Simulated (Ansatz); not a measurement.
# F on a Mo(100) slab cut from the Im-3m phase: a probe moved over the surface at fixed height, part 2 of 2

A grid of calculations on F on a Mo(100) slab cut from the Im-3m phase (16 atoms of substrate and one adsorbate in a 2 × 2 cell), to see where the energy is lowest and how it rises around there.

Ansatz 0.2.0; DFT PBE+D3(BJ), scalar-relativistic, plane waves, PAW. The steps go on from the part before.

## 10. The run at (1/8, 1/8) of the map's two axes

The COD entry's cell or inner coordinates are ideal or old and differ from later refinements, so a difference from it is no clean test against experiment.

Input file input.yaml:

```yaml
crystal:
  lattice:
    - [6.2605007525, 0.0, 0.0]
    - [0.0, 6.2605007525, 0.0]
    - [0.0, 0.0, 21.9767982496]
  atoms:
    - { symbol: Mo, position: [0.25, 0.25, 0.1820101343] }
    - { symbol: Mo, position: [0.25, 0.75, 0.1820101343] }
    - { symbol: Mo, position: [0.75, 0.25, 0.1820101343] }
    - { symbol: Mo, position: [0.75, 0.75, 0.1820101343] }
    - { symbol: Mo, position: [0.0, 0.0, 0.2532272957] }
    - { symbol: Mo, position: [0.0, 0.5, 0.2532272957] }
    - { symbol: Mo, position: [0.5, 0.0, 0.2532272957] }
    - { symbol: Mo, position: [0.5, 0.5, 0.2532272957] }
    - { symbol: Mo, position: [0.25, 0.25, 0.3271327589] }
    - { symbol: Mo, position: [0.25, 0.75, 0.3271327589] }
    - { symbol: Mo, position: [0.75, 0.25, 0.3271327589] }
    - { symbol: Mo, position: [0.75, 0.75, 0.3271327589] }
    - { symbol: Mo, position: [0.0, 0.0, 0.3902660502] }
    - { symbol: Mo, position: [0.0, 0.5, 0.3902660502] }
    - { symbol: Mo, position: [0.5, 0.0, 0.3902660502] }
    - { symbol: Mo, position: [0.5, 0.5, 0.3902660502] }
    - { symbol: F, position: [0.0625, 0.0625, 0.5313239043] }
basis:
  ecutwfc: 420
kpoints:
  mp_grid: { grid: [5, 5, 1] }
hamiltonian:
  xc: pbe
  pseudopotentials: { kind: paw, azcp: { folder: soft_1 } }
  dispersion: d3bj
scf:
  occupations: { method: gaussian, width: 0.1 }
output:
  forces: true
  eigenvalues: true
  write_density: true
  write_potential: true
  elf: true
  volumetric_format: npy
efield:
  axis: 3
  dipole_correction: true
  ramp_width: 0.04
```

On the command line:

```console
ansatz run input.yaml --threads 4 --pin off --max-ram 12288MiB --backend cpu --events-out ev --progress --plain --runs-dir out
```

Log:

```text
[... 58 lines left out ...]
SCF 1 converged in 33 iterations: F = -80094.716336 eV  dr2 = 1.53e-8
WARN: The output density's exchange-correlation potential varies sharply where the density is thin. Do not read a vacuum level from v_tot or v_xc, or from such a field of the output density. On a cell that repeats whose density bears no net charge and no dipole along the vacuum's axis use v_es (v_loc + v_h of the components); under efield.dipole_correction with no amplitude use v_es + v_field, which holds any external_charges[].barrier, or the levels of the report's work_function block, which leave it out; under a non-zero efield.amplitude the vacuum is tilted and has no level; on a cell that repeats and bears such a dipole with no correction it is tilted too, and efield.dipole_correction with no amplitude gives each side of its ramp a level where efield: is served; in a cell that repeats whose density bears a net charge (total_charge, or a fill off its count) it is curved and has none; of a slab under crystal.periodic whose density bears no net charge use v_es, which has a level on each side, short of where the two are joined; of another it falls or rises all the way out and has none; of a slab beside external_charges read slab_vacuum_level instead, which it has where they leave it neutral. The grid or the basis barely resolves most such structure, and the values can differ between equally converged runs; as a rule a tighter scf.convergence.dr2_threshold does not remove it. Where the density itself ripples (under the LDA too) a higher basis.ecutwfc lessens it. The files hold the spikes' plane waves up to the density's cutoff. Files: v_tot_of_output_density and the like, and their columns of v_z.tsv (output.write_potential); v_xc_of_output_density and the like, and their columns of v_comp_z.tsv (output.write_potential_components). Measured: with its Gaussian average of σ = 0.25 Å subtracted twice, the exchange-correlation potential is over 0.1 eV at 164 of the grid points where the equally averaged density (valence and model cores) is under 1e-3 e/Å³, and 0.183 eV at the most among them, at an averaged density of 2.0e-4 e/Å³. The input density's (outcome.potential() and, of a run that writes arrays, v_tot and v_xc) is over 0.1 eV, so measured, at 162 points of its own thin density, 0.182 eV at the most. See output.write_potential in the manual, Limitations
SCF converged after 33 iterations
Free energy (F): -80094.716336 eV
Harris-Foulkes:  -80094.716336 eV  (|F-HF|=1.88e-8)
Internal energy: -80094.617774 eV  (E = F + TS)
E sigma→0 (E₀):  -80094.667055 eV
Entropy (-TS):   -0.098562 eV (-5.798 meV/atom)
Fermi energy:    2.089492 eV
Dipole field:    D = -0.175961 V/Å  (p = -0.837600 e·Å, saw-weighted, corrected)
Work function:   Φ+ = 7.7153 eV   Φ− = 3.8483 eV
Levels:          The Fermi level and band energies are counted from a zero that moves with the ramp; work functions are not
--- Per-component energies (eV) ---
  E_band       = -5043.541299
  E_kinetic    = 6930.158087
  E_local      = -233672.794927  (includes V_loc(G=0)·N_el)
  E_nonlocal   = 2482.271389
  E_hartree    = 112746.869921
  E_xc         = -2875.904186
  E_vxc        = -3585.597106  (∫ρ·V_xc dr)
  E_paw        = -51599.419567  (= ΣΔE_a)
  E_vpaw       = -2636.894620  (= ΣTr[D̂ρ^β])
  E_aug_tail   = 0.001474  (compensation charges beyond the density's cutoff)
  E_efield     = 0.073692  (sawtooth field / dipole correction)
  E_vefield    = -54.467728  (∫n·V_field dr)
  E_ewald      = 85901.486466
  E_disp       = -7.360123  (pairwise vdW)
  E_smearing   = -0.098562  (= −TS)
  E_closure    = 0.000000  (closes the sum)
  Σ components = -80094.716336   (vs F -80094.716336, Δ=0.00e0)
--- Forces (eV/Å), atoms counted from 1 ---
  atom   1  Mo     0.00937278     0.00937278     1.61570385
  atom   2  Mo     0.01016868    -0.00901531     1.60989535
  atom   3  Mo    -0.00901531     0.01016868     1.60989535
  atom   4  Mo    -0.01023252    -0.01023252     1.61465374
  atom   5  Mo    -0.00960776    -0.00960776    -1.70543044
  atom   6  Mo    -0.00743580     0.00988469    -1.67128832
  atom   7  Mo     0.00988469    -0.00743580    -1.67128832
  atom   8  Mo     0.00917787     0.00917787    -1.71538244
  atom   9  Mo     0.00713300     0.00713300    -0.13337464
  atom  10  Mo     0.02061947    -0.00977304    -0.10760676
  atom  11  Mo    -0.00977304     0.02061947    -0.10760676
  atom  12  Mo    -0.03604388    -0.03604388    -0.11364624
  atom  13  Mo     0.16343211     0.16343211     1.78493262
  atom  14  Mo     0.04156229    -0.05064652     0.34274476
  atom  15  Mo    -0.05064652     0.04156229     0.34274476
  atom  16  Mo    -0.03619081    -0.03619081     0.26285413
  atom  17  F     -0.10240699    -0.10240699    -1.95780613
  max |Σ_I F_I| component: 5.51e-6 eV/Å
--- Band table (eV; the first three rows and the last of 9) ---
  k-point 0: bands = ["-58.8232", "-58.6503", "-58.6475", "-58.6429", "-58.6216", "-58.6124", "-58.6121", "-58.5864", "-58.4490", "-58.4371", "-58.4360", "-58.4146", "-58.4054", "-58.4026", "-58.3674", "-58.3089", "-33.4577", "-33.4575", "-33.4422", "-33.4401", "-33.3915", "-33.3914", "-33.0713", "-33.0198", "-33.0197", "-33.0123", "-33.0121", "-32.9662", "-32.9656", "-32.9233", "-32.9136", "-32.9098", "-32.7748", "-32.7321", "-32.6877", "-32.6876", "-32.6093", "-32.6091", "-32.6054", "-32.6019", "-32.5741", "-32.5724", "-32.5423", "-32.4025", "-32.4014", "-32.3846", "-32.3844", "-32.3479", "-32.3472", "-32.3415", "-32.3410", "-32.3410", "-32.3406", "-32.2259", "-32.2256", "-32.2254", "-32.1569", "-32.1547", "-32.1044", "-32.1043", "-32.0832", "-32.0832", "-32.0402", "-32.0401", "-16.8032", "-3.9523", "-2.7436", "-2.5147", "-2.5146", "-2.4087", "-2.4082", "-2.3671", "-2.0963", "-2.0883", "-1.9197", "-1.1884", "-1.0206", "-0.9367", "-0.9363", "-0.8992", "-0.8991", "-0.7878", "-0.7876", "-0.5227", "-0.5225", "-0.4039", "-0.4026", "-0.2900", "-0.2796", "-0.0827", "-0.0825", "0.1435", "0.1477", "0.1669", "0.1672", "1.1511", "1.1561", "1.1597", "1.1598", "1.2834", "1.2840", "1.3097", "1.3694", "1.3700", "1.4328", "1.4348", "1.6881", "1.6904", "1.8095", "1.8096", "1.8624", "1.8743", "2.0335", "2.0364", "2.0609", "2.6346", "2.7735", "2.8025", "3.0834", "3.1361", "3.1387", "3.1464", "3.1466", "3.3919", "3.4865", "3.4927", "3.8066", "3.8275", "3.8571", "3.8818", "3.8847", "3.9153", "4.3906", "4.3921", "4.4239", "4.5225", "4.5230", "4.6239", "4.6724"]
  k-point 1: bands = ["-58.8115", "-58.6784", "-58.6458", "-58.6410", "-58.6242", "-58.6101", "-58.6048", "-58.5885", "-58.4448", "-58.4346", "-58.4322", "-58.4167", "-58.4047", "-58.3980", "-58.3675", "-58.3146", "-33.4360", "-33.4262", "-33.4204", "-33.4147", "-33.3661", "-33.3595", "-33.1188", "-33.0744", "-33.0635", "-33.0310", "-33.0195", "-32.9947", "-32.9461", "-32.9437", "-32.8982", "-32.8705", "-32.7737", "-32.7489", "-32.7109", "-32.7015", "-32.6760", "-32.6214", "-32.6211", "-32.5797", "-32.5744", "-32.5538", "-32.4784", "-32.4175", "-32.4172", "-32.4028", "-32.3566", "-32.3444", "-32.3404", "-32.3217", "-32.3189", "-32.3100", "-32.3075", "-32.3031", "-32.2320", "-32.1717", "-32.1600", "-32.1387", "-32.1167", "-32.0991", "-32.0950", "-32.0806", "-32.0597", "-32.0568", "-16.8032", "-3.7526", "-2.5959", "-2.5404", "-2.3019", "-2.2964", "-2.2281", "-2.2063", "-2.0000", "-1.9700", "-1.8151", "-1.2263", "-1.1984", "-1.0017", "-0.9426", "-0.9073", "-0.8629", "-0.8415", "-0.7276", "-0.5609", "-0.4318", "-0.3896", "-0.3832", "-0.3231", "-0.2885", "-0.2739", "-0.1991", "-0.0486", "0.0921", "0.1918", "0.5887", "0.8311", "0.8739", "1.0093", "1.0194", "1.0912", "1.3280", "1.3478", "1.5129", "1.5362", "1.5609", "1.5695", "1.6204", "1.7140", "1.7600", "1.8038", "1.9133", "1.9364", "2.0769", "2.1790", "2.2097", "2.3143", "2.4724", "2.6245", "2.6816", "2.8980", "2.9771", "3.2136", "3.2351", "3.3273", "3.4377", "3.5498", "3.5796", "3.6407", "3.7909", "3.8133", "3.8696", "3.9591", "4.1296", "4.1436", "4.1752", "4.2259", "4.3536", "4.3871", "4.4121"]
  k-point 2: bands = ["-58.7786", "-58.7305", "-58.6393", "-58.6317", "-58.6265", "-58.6115", "-58.6049", "-58.5938", "-58.4396", "-58.4292", "-58.4229", "-58.4209", "-58.4110", "-58.3839", "-58.3654", "-58.3277", "-33.3993", "-33.3937", "-33.3435", "-33.3207", "-33.3003", "-33.2723", "-33.2358", "-33.1658", "-33.1587", "-33.1390", "-33.0536", "-33.0147", "-32.9295", "-32.8922", "-32.8730", "-32.8580", "-32.8341", "-32.8289", "-32.6776", "-32.6462", "-32.6397", "-32.6310", "-32.6300", "-32.6043", "-32.5775", "-32.5704", "-32.5216", "-32.4991", "-32.4056", "-32.3886", "-32.3727", "-32.3346", "-32.3105", "-32.2892", "-32.2859", "-32.2621", "-32.2550", "-32.2408", "-32.2109", "-32.1974", "-32.1755", "-32.1524", "-32.1289", "-32.1192", "-32.1123", "-32.0987", "-32.0752", "-32.0584", "-16.8032", "-3.2274", "-2.6919", "-2.3189", "-2.1689", "-1.7746", "-1.7504", "-1.7467", "-1.7276", "-1.6468", "-1.6265", "-1.6084", "-1.4181", "-1.3616", "-1.1222", "-1.0546", "-1.0508", "-0.9693", "-0.9502", "-0.6728", "-0.6228", "-0.5430", "-0.4538", "-0.1495", "-0.1435", "0.0018", "0.0784", "0.0877", "0.3002", "0.3179", "0.4084", "0.5866", "0.8646", "0.8854", "1.0553", "1.0890", "1.1762", "1.2456", "1.3711", "1.5010", "1.5928", "1.5963", "1.6956", "1.7242", "1.7587", "1.7826", "1.8176", "1.8430", "1.8520", "1.8875", "1.9265", "2.0430", "2.1929", "2.3224", "2.5735", "2.6916", "2.7188", "2.9852", "3.2148", "3.2531", "3.2841", "3.3067", "3.4115", "3.5428", "3.7692", "3.7853", "3.8197", "3.8599", "3.9245", "3.9427", "4.0140", "4.0383", "4.1012", "4.1662", "4.1870"]
  k-point 8: bands = ["-58.7419", "-58.7031", "-58.7028", "-58.6742", "-58.6137", "-58.6020", "-58.6012", "-58.5930", "-58.4276", "-58.4237", "-58.4209", "-58.4206", "-58.4151", "-58.3733", "-58.3687", "-58.3358", "-33.3097", "-33.2986", "-33.2972", "-33.2423", "-33.1961", "-33.1949", "-33.1890", "-33.1730", "-33.1628", "-33.1509", "-33.1502", "-33.1437", "-32.9586", "-32.9369", "-32.9343", "-32.9001", "-32.8873", "-32.8034", "-32.8018", "-32.7987", "-32.6861", "-32.6624", "-32.6604", "-32.6283", "-32.5279", "-32.4713", "-32.4693", "-32.4154", "-32.3655", "-32.3608", "-32.3577", "-32.3452", "-32.3296", "-32.2987", "-32.2979", "-32.2808", "-32.2675", "-32.2401", "-32.2382", "-32.2351", "-32.1484", "-32.1455", "-32.1346", "-32.1269", "-32.0779", "-32.0728", "-32.0713", "-32.0569", "-16.8032", "-2.5555", "-2.0471", "-2.0462", "-1.7760", "-1.5081", "-1.4767", "-1.3806", "-1.3801", "-1.2710", "-1.1082", "-1.1063", "-1.0880", "-1.0103", "-1.0100", "-0.9985", "-0.8159", "-0.7610", "-0.6975", "-0.6973", "-0.6385", "-0.5501", "-0.4882", "-0.4881", "-0.3317", "-0.2993", "-0.2984", "-0.0910", "-0.0368", "-0.0205", "0.2344", "0.3730", "0.3959", "0.3987", "0.5136", "0.5430", "0.5447", "0.7978", "0.8901", "0.8949", "1.1523", "1.3842", "1.5673", "1.5724", "1.5869", "1.6816", "1.7075", "1.7377", "1.7710", "1.9354", "1.9587", "1.9672", "1.9683", "2.0048", "2.1713", "2.2333", "2.6239", "2.8157", "2.8336", "2.9261", "3.2720", "3.3600", "3.3713", "3.3908", "3.4998", "3.5255", "3.6849", "3.7844", "3.8419", "3.9772", "4.0458", "4.1887", "4.3213", "4.3224", "4.3415"]
```

Wall time 98 s (4 threads of Arm Neoverse V2, shared host); peak memory 2.7 GiB.

From the log: work function 7.72 eV (top face), 3.85 eV (bottom face); dipole along +c -0.838 e·Å per cell.

Plane-averaged electrostatic potential energy of an electron across the slab, counted from the Fermi level:

z (Å), V (eV) and a bar:
```
     0.00       3.84 #########################
     0.29       3.84 #########################
     0.59       3.83 #########################
     1.17       3.77 #########################
     1.47       3.71 #########################
     1.76       3.58 #########################
     2.05       3.34 ########################
     2.64       2.04 #######################
     2.93       0.39 #####################
     3.22      -3.48 ################
     3.52      -9.44 ########
     3.81     -14.21 ##
     4.40     -12.26 #####
     4.69      -8.88 #########
     4.98      -9.80 ########
     5.27     -13.75 ###
     5.86     -13.86 ##
     6.15      -9.81 ########
     6.45      -8.38 #########
     6.74     -11.71 #####
     7.03     -15.33 #
     7.62     -13.41 ###
     7.91     -12.27 ####
     8.20     -13.92 ##
     8.50     -15.79 
     9.08      -9.08 #########
     9.38      -3.11 ################
     9.67       0.70 #####################
     9.96       2.60 #######################
    10.55       4.85 ##########################
    10.84       5.57 ###########################
    11.13       5.69 ###########################
    11.43       5.36 ###########################
    11.72       5.48 ###########################
    12.31       7.20 #############################
    12.60       7.57 ##############################
    12.89       7.66 ##############################
    13.19       7.70 ##############################
    13.77       7.71 ##############################
    14.07       7.71 ##############################
    14.36       7.71 ##############################
    14.65       7.71 ##############################
    14.94       7.72 ##############################
    15.53       7.72 ##############################
    15.82       7.72 ##############################
    16.12       7.72 ##############################
    16.41       7.72 ##############################
    17.00       7.72 ##############################
    17.29       7.72 ##############################
    17.58       7.72 ##############################
```

Axes a, b and c in the maps are those of this run's conventional cell (a, b, c = 8.854, 8.854, 21.977 Å).

Density in a lattice plane of the grid's cell (edges 8.85 and 21.98 Å, at 0.000 of the third edge), which holds Mo and F.

Ten even steps from ' ' (0.00 e/Å³) to '@' (7.09 e/Å³):
```
                    
                    
                    
                    
                    
                    
                    
                    
..==                
  ..                
                    
@@..    ..@@..    ..
..  ====  ..  ====  
    ----      ----  
@@..    ..@@..    ..
    ++++      ++++  
    ::::      ::::  
                    
                    
                    
```
Columns run along the first of these edges and rows up along the second, over one cell in 10 and 20 even steps from the bottom left corner. Atoms in the plane (fractional): Mo at (0.25, 0.18), Mo at (0.75, 0.18), Mo at (0.00, 0.25), Mo at (0.50, 0.25), Mo at (0.25, 0.33), Mo at (0.75, 0.33), Mo at (0.00, 0.39), Mo at (0.50, 0.39), F at (0.06, 0.53).

ELF in the same plane.

Ten even steps from '0' (0.00) to '9' (0.80):
```
0000000000
0000000000
0000000000
0000000000
0000000000
0000000000
0000000000
1100000000
9940000002
8920000001
0011001220
5544555445
3488434884
2377323773
4555545555
1488414884
4277242772
2100121001
0000000000
0000000000
```
Columns run along the first of these edges and rows up along the second, over one cell in 10 and 20 even steps from the bottom left corner. Atoms in the plane (fractional): Mo at (0.25, 0.18), Mo at (0.75, 0.18), Mo at (0.00, 0.25), Mo at (0.50, 0.25), Mo at (0.25, 0.33), Mo at (0.75, 0.33), Mo at (0.00, 0.39), Mo at (0.50, 0.39), F at (0.06, 0.53).

Both are smooth fields of the valence electrons: close to the nuclei they are not physical.

The highest ELF values outside the cores: 0.82 in the shell around F, 0.6 Å from F; 0.48 between the atoms, 1.7 Å from Mo.

## 11. The map

15 points were computed, 49 more follow by symmetry. Energies in meV, from the lowest computed point:

```csv
"position of F17 along the second surface vector, from above Mo13 ↓, position of F17 along the first surface vector, from above Mo13 →",0/8,1/8,2/8,3/8,4/8,5/8,6/8,7/8
7/8,22,43,94,145,166,145,94,43
6/8,75,94,140,187,206,187,140,94
5/8,128,145,187,228,244,228,187,145
4/8,150,166,206,244,260,244,206,166
3/8,128,145,187,228,244,228,187,145
2/8,75,94,140,187,206,187,140,94
1/8,22,43,94,145,166,145,94,43
0/8,0,22,75,128,150,128,75,22
```

Geometry at the lowest point:

```xyz
17
Lattice="6.261 0.000 0.000 0.000 6.261 0.000 0.000 0.000 21.977" Properties=species:S:1:pos:R:3 pbc="T T T"
Mo    1.565    1.565    4.000
Mo    1.565    4.695    4.000
Mo    4.695    1.565    4.000
Mo    4.695    4.695    4.000
Mo    0.000    0.000    5.565
Mo    0.000    3.130    5.565
Mo    3.130    0.000    5.565
Mo    3.130    3.130    5.565
Mo    1.565    1.565    7.189
Mo    1.565    4.695    7.189
Mo    4.695    1.565    7.189
Mo    4.695    4.695    7.189
Mo    0.000    0.000    8.577
Mo    0.000    3.130    8.577
Mo    3.130    0.000    8.577
Mo    3.130    3.130    8.577
F     0.000    0.000   11.677
```

Energy (meV) at eleven even steps along the easiest path on the interpolated surface, from (0/8, 0/8) of the map's two axes: 0, 14, 49, 94, 132, 150, 136, 101, 55, 18, 0.

## 12. What came out

The summary covers parts 1 to 2.

```
              quantity                                                                  value
          lowest point  the top site over a surface Mo atom, (0/8, 0/8) of the map's two axes
highest computed point             (4/8, 4/8) of the map's two axes, 260 meV above the lowest
   time for all points                                       20 min on 4 threads, shared host
```

**Reading.** The lowest computed point is at the top site over a surface Mo atom, (0/8, 0/8) of the map's two axes. No other kind of well shows on this grid. The highest computed point, a fourfold hollow over a second-layer Mo atom, (4/8, 4/8) of the map's two axes, lies 260 meV above the lowest. On the interpolated surface the easiest way out of the lowest well to its copy in the next cell or period passes a barrier of about 150 meV. The runs have no spin polarisation, so an open-shell adsorbate far from the surface lies too high. The runs have no spin polarisation; a magnetic state may lie lower. The host is rigid and the atom is kept to this plane, so wells and barriers of the map are not those of diffusion. Spin polarisation is off in the runs that give these values; a magnetic solution could lie lower.
